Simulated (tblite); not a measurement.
# C8H6OS: the cost of one run

Programs: tblite 0.8.0 and PySCF 2.14.0, with density-fitted response routines of our own. Each step states its level of theory. These are calculated values for one molecule in the gas phase, unless marked as measured. Atoms are numbered from 0 throughout.

## 1. The starting structure

16 atoms, charge 0, multiplicity 1; geometry from: force field or distance geometry start.

Bonds of the start (Å): O0–C1 1.40, C1–C2 1.36, C2–C3 1.39, C3–C4 1.40, C4–C5 1.37, C5–S6 1.73, S6–C7 1.87, C7–C8 1.37, C8–C9 1.39, C9–C1 1.37, C8–C4 1.38, O0–H10 1.02, C2–H11 1.07, C3–H12 1.07, C5–H13 1.09, C7–H14 1.06, C9–H15 1.07.

## 2. Optimising the geometry with GFN2-xTB

Job settings and geometry (Å):

```
{"job": {"kind": "relax", "xc": "GFN2-xTB", "basis": "xTB"}, "charge": 0, "multiplicity": 1}
O      2.940900    -0.897700    -0.283000
C      1.650900    -0.358800    -0.195400
C      1.499600     0.997200    -0.183200
C      0.249100     1.588700    -0.102000
C     -0.821500     0.689100     0.008800
C     -2.152600     1.012400     0.101500
S     -3.350300    -0.230000     0.209600
C     -1.840800    -1.336900     0.108900
C     -0.649500    -0.677400     0.003500
C      0.609900    -1.249200    -0.088700
H      3.462700    -1.142600     0.559400
H      2.333600     1.661900    -0.259500
H      0.070700     2.641700    -0.080500
H     -2.615900     1.999300     0.129000
H     -2.091700    -2.370300     0.136700
H      0.697400    -2.318300    -0.076600
```

Launch:

```bash
$ OMP_NUM_THREADS=1 python probes_run.py task.json out
```

One launch serves the whole session: the jobs run in the order shown.

**Question.** How long does this first job take on 1 thread of Intel Xeon at 2.70GHz, shared host, and how much memory does it need?

About 1 s, with a peak of 0.18 GiB.
